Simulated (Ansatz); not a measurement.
# ZrTiN: the cost of one run

Computed with Ansatz 0.2.0 (DFT PBE, scalar-relativistic, plane waves, PAW, unless a step's input says otherwise).

**1. Starting point**

The structure is hexagonal, space group P6_3/mmc (No. 194). The conventional cell has a = 4.014 Å, b = 4.014 Å, c = 6.110 Å, α = 90.00°, β = 90.00°, γ = 120.00°. Zr (site symmetry -3m) is surrounded by 6 Ti at 2.78 Å and 6 N at 2.78 Å and 2 Zr at 3.05 Å. Ti (site symmetry -6m2) has 3 N at 2.32 Å in its first shell of neighbours. N (site symmetry -6m2) has 3 Ti at 2.32 Å and 6 Zr at 2.78 Å in its first shell of neighbours.

Structure file:

```cif
data_structure
_symmetry_space_group_name_H-M 'P 1'
_symmetry_Int_Tables_number 1
_cell_length_a 4.0142
_cell_length_b 4.0142
_cell_length_c 6.1098
_cell_angle_alpha 90.000
_cell_angle_beta 90.000
_cell_angle_gamma 120.000
_cell_volume 85.26
loop_
_atom_site_label
_atom_site_type_symbol
_atom_site_fract_x
_atom_site_fract_y
_atom_site_fract_z
_atom_site_occupancy
Zr1 Zr 0.00000 0.00000 0.50000 1
Zr2 Zr 0.00000 0.00000 0.00000 1
Ti1 Ti 0.66667 0.33333 0.25000 1
Ti2 Ti 0.33333 0.66667 0.75000 1
N1 N 0.66667 0.33333 0.75000 1
N2 N 0.33333 0.66667 0.25000 1
```

Recipe of the guess: species swapped into a database cell of YbCuPb (P6_3/mmc, No. 194), with Zr on the Yb sites, Ti on the Cu sites and N on the Pb sites. The dimensions are guesses.

**2. The guess as it stands, on a coarse mesh**

Input file input.yaml:

```yaml
crystal:
  lattice:
    - [4.0141816, 0.0, 0.0]
    - [-2.0070908, 3.47638324, 0.0]
    - [0.0, 0.0, 6.1098404]
  atoms:
    - { symbol: Zr, position: [0.0, 0.0, 0.5] }
    - { symbol: Zr, position: [0.0, 0.0, 0.0] }
    - { symbol: Ti, position: [0.66666667, 0.33333333, 0.25], spin: 1.0 }
    - { symbol: Ti, position: [0.33333333, 0.66666667, 0.75], spin: 1.0 }
    - { symbol: "N", position: [0.66666667, 0.33333333, 0.75] }
    - { symbol: "N", position: [0.33333333, 0.66666667, 0.25] }
basis:
  ecutwfc: 420
kpoints:
  mp_grid: { grid: [6, 6, 4] }
hamiltonian:
  xc: pbe
scf:
  occupations: { method: gaussian, width: 0.1 }
  lower_state_search: "off"
output:
  forces: true
  stress: true
  eigenvalues: true
  populations: true
magnetization:
  spin_polarized: true
```

Command:

```bash
> ansatz run input.yaml --threads 1 --pin off --max-ram 2560MiB --backend cpu --events-out ev --progress --plain --runs-dir out
```

**Question.** How long does this run take on 1 thread of Intel Xeon at 2.50GHz (Skylake/Cascade Lake), shared host, and how much memory does it need?

About 33 s, with a peak of 0.45 GiB.
